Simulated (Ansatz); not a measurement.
# Rb2BeRhF6 (element-swapped structure): how the settings move a single-point run

Aim: see which settings change the result for Rb2BeRhF6 (element-swapped structure), by how much, and at what cost.

Computed with Ansatz 0.2.0 (reference: DFT PBE, plane waves, PAW, scalar-relativistic, no spin polarisation, unless a step's input says otherwise).

1 further run of the same task is left out (set aside as unsound or not needed).

## (1) The starting structure

The structure is cubic, space group Fm-3m (No. 225). The conventional cell has a = 8.367 Å, b = 8.367 Å, c = 8.367 Å, α = 90.00°, β = 90.00°, γ = 90.00°. Be (site symmetry m-3m) is surrounded by 6 F at 2.31 Å. F (site symmetry 4mm) is surrounded by 1 Rh at 1.87 Å and 1 Be at 2.31 Å. Rh (site symmetry m-3m) has 6 F at 1.87 Å as nearest neighbours. Rb (site symmetry -43m) is surrounded by 12 F at 2.97 Å.

Structure file:

```cif
data_structure
_symmetry_space_group_name_H-M 'P 1'
_symmetry_Int_Tables_number 1
_cell_length_a 5.9162
_cell_length_b 5.9162
_cell_length_c 5.9162
_cell_angle_alpha 60.000
_cell_angle_beta 60.000
_cell_angle_gamma 60.000
_cell_volume 146.42
loop_
_atom_site_label
_atom_site_type_symbol
_atom_site_fract_x
_atom_site_fract_y
_atom_site_fract_z
_atom_site_occupancy
Be1 Be 0.50000 0.50000 0.50000 1
F1 F 0.77600 0.22400 0.22400 1
F2 F 0.22400 0.77600 0.22400 1
F3 F 0.22400 0.77600 0.77600 1
F4 F 0.77600 0.22400 0.77600 1
F5 F 0.22400 0.22400 0.77600 1
F6 F 0.77600 0.77600 0.22400 1
Rh1 Rh 0.00000 0.00000 0.00000 1
Rb1 Rb 0.25000 0.25000 0.25000 1
Rb2 Rb 0.75000 0.75000 0.75000 1
```

## (2) The reference run

input.yaml reads:

```yaml
crystal:
  lattice:
    - [0.0, 4.183369, 4.183369]
    - [4.183369, 0.0, 4.183369]
    - [4.183369, 4.183369, 0.0]
  atoms:
    - { symbol: Be, position: [0.5, 0.5, 0.5] }
    - { symbol: F, position: [0.776, 0.224, 0.224] }
    - { symbol: F, position: [0.224, 0.776, 0.224] }
    - { symbol: F, position: [0.224, 0.776, 0.776] }
    - { symbol: F, position: [0.776, 0.224, 0.776] }
    - { symbol: F, position: [0.224, 0.224, 0.776] }
    - { symbol: F, position: [0.776, 0.776, 0.224] }
    - { symbol: Rh, position: [0.0, 0.0, 0.0] }
    - { symbol: Rb, position: [0.25, 0.25, 0.25] }
    - { symbol: Rb, position: [0.75, 0.75, 0.75] }
  symmetry: { tolerance: 0.0003 }
kpoints:
  mp_grid: { grid: [4, 4, 4], shift: [0, 0, 0] }
magnetization:
  spin_polarized: false
scf:
  occupations: { method: fermi_dirac, width: 0.0876 }
hamiltonian:
  pseudopotentials: { kind: paw }
  xc: pbe
basis:
  ecutwfc: 420
output:
  forces: true
  stress: true
  eigenvalues: true
```

Launch:

```
ansatz run input.yaml --threads 1 --pin off --max-ram 2560MiB --backend cpu --events-out ev --progress --plain --runs-dir out
```

## (3) Changing settings: dr2_threshold 1.0e-06

Edit input.yaml of step 2 so:

```diff
@@ -23,2 +23,3 @@
   occupations: { method: fermi_dirac, width: 0.0876 }
+  convergence: { dr2_threshold: 1.0e-06 }
 hamiltonian:
```

## (4) Changing settings: mp_grid.grid [5, 5, 5], occupations.width 0.05

Edit input.yaml of step 2 so:

```diff
@@ -18,3 +18,3 @@
 kpoints:
-  mp_grid: { grid: [4, 4, 4], shift: [0, 0, 0] }
+  mp_grid: { grid: [5, 5, 5], shift: [0, 0, 0] }
 magnetization:
@@ -22,3 +22,3 @@
 scf:
-  occupations: { method: fermi_dirac, width: 0.0876 }
+  occupations: { method: fermi_dirac, width: 0.05 }
 hamiltonian:
```

## (5) Changed: xc_grid 3

Edit input.yaml of step 2 so:

```diff
@@ -28,2 +28,3 @@
   ecutwfc: 420
+  xc_grid: 3
 output:
```

What does the calculation give? Wanted: for each run, ending; energy change; pressure; gap; force.

The runs gave:

```tsv
run	ending	energy change	pressure (GPa)	gap (eV)	force (eV/Å)	cycles	time
reference	converged	0	13.5	0.00	4.14	7	4.5 s
1: dr2_threshold 1.0e-06	converged	0.0 meV/atom	13.5	0.00	4.14	7	4.6 s
2: mp_grid.grid [5, 5, 5], occupations.width 0.05	converged	+0.8 meV/atom (σ→0)	13.5	0.00	4.14	8	5.1 s
3: xc_grid 3	converged	0.0 meV/atom	13.5	0.00	4.14	7	4.3 s
```

Residual by cycle in the longest SCF loop of each run; runs are numbered as in the table. The quantity is the density residual dr2, in eV.

```tsv
cycle	reference	run 1	run 2	run 3
1	0.0663	0.0663	0.0639	0.0663
2	0.0166	0.0166	0.0217	0.0166
3	0.00974	0.00974	0.0111	0.00974
4	5.1e-4	5.1e-4	7.1e-4	5.1e-4
5	8.4e-6	8.5e-6	1.1e-5	8.4e-6
6	1.6e-6	1.6e-6	1.7e-6	1.7e-6
7	7.3e-8	7.7e-8	1.5e-7	7.9e-8
8	-	-	3.8e-9	-
```

**Reading.** The structure is not at rest: the sound run finds 13 GPa, so these are no properties of the relaxed crystal. The reference leaves spin out although Rh can carry a moment, so its state need not be the lowest.

The reference has limits of its own: its mesh is coarse for a cell with so small a gap or none; the structure is made up and not relaxed.
